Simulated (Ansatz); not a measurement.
**BBrH₂N radical (SMILES [NH]BBr): functionals against CCSD(T) at one geometry**

An exercise on one series of results from a longer session: the logs are not shown, and one member is left open.

Method: single points in def2-TZVPP; program: Ansatz 0.2.0, Gaussian basis.

Correlated methods freeze the cores. Filled d shells of the heavier atoms are correlated. Orbitals are unrestricted.

### The starting structure

SMILES `[NH]BBr`, 5 atoms, charge 0, spin multiplicity 2.

Atoms are counted from 1 here; the program's logs count them from 0.

Bond lengths: N1–B2 1.315 Å, N1–H4 0.814 Å, B2–Br3 1.872 Å, B2–H5 1.269 Å. Angles: B2–N1–H4 153.6°, N1–B2–Br3 115.6°, N1–B2–H5 124.2°, Br3–B2–H5 120.1°.

Coordinates:

```
N    -0.5190   -0.7171   -0.1676
B     0.3951    0.1509    0.2057
Br    0.0460    1.9355   -0.2369
H    -1.2404   -0.9272   -0.4810
H     1.4876   -0.1631    0.7692
```

The first run:

run/in.yaml reads:

```yaml
crystal:
  periodic: [false, false, false]
  atoms:
    - {symbol: N, position_ang: [-0.519000, -0.717100, -0.167600]}
    - {symbol: B, position_ang: [0.395100, 0.150900, 0.205700]}
    - {symbol: Br, position_ang: [0.046000, 1.935500, -0.236900]}
    - {symbol: H, position_ang: [-1.240400, -0.927200, -0.481000]}
    - {symbol: H, position_ang: [1.487600, -0.163100, 0.769200]}
basis:
  gaussian: {orbitals: def2-TZVPP}
magnetization: {spin_polarized: true, initial_magnetization: 1}
correlation: {method: ccsd_t}
scf: {omitted_lower_state_checks: [cluster_reference]}
output: {forces: true}
```

No record of the launch command was kept for these runs.

Steps of the session up to this table: CCSD(T)/def2-TZVPP; PBE0-D4/def2-TZVPP; wB97M-V/def2-TZVPP; r2SCAN-D4/def2-TZVPP; PBE-D4/def2-TZVPP; BHLYP-D4/def2-TZVPP; HSE06-D4/def2-TZVPP.

One table of the session follows, with a row left open; its other results are not shown here.

```
   method  RMS force component (eV/Å)  angle to CCSD(T) forces (°)  dipole (D)
  CCSD(T)                       6.027                    reference        1.64
  PBE0-D4                       6.086                          2.0        1.50
  wB97M-V                       6.043                          1.5        1.58
r2SCAN-D4                       6.049                          1.9        1.46
   PBE-D4                           ?                            ?           ?
 BHLYP-D4                       5.935                          1.6        1.65
 HSE06-D4                       6.090                          2.0        1.49
```

**Question.** Estimate the row for PBE-D4.

The run gave: RMS force component (eV/Å): 6.180; angle to CCSD(T) forces (°): 2.7; dipole (D): 1.24. In the column «RMS force component (eV/Å)» it is the highest.
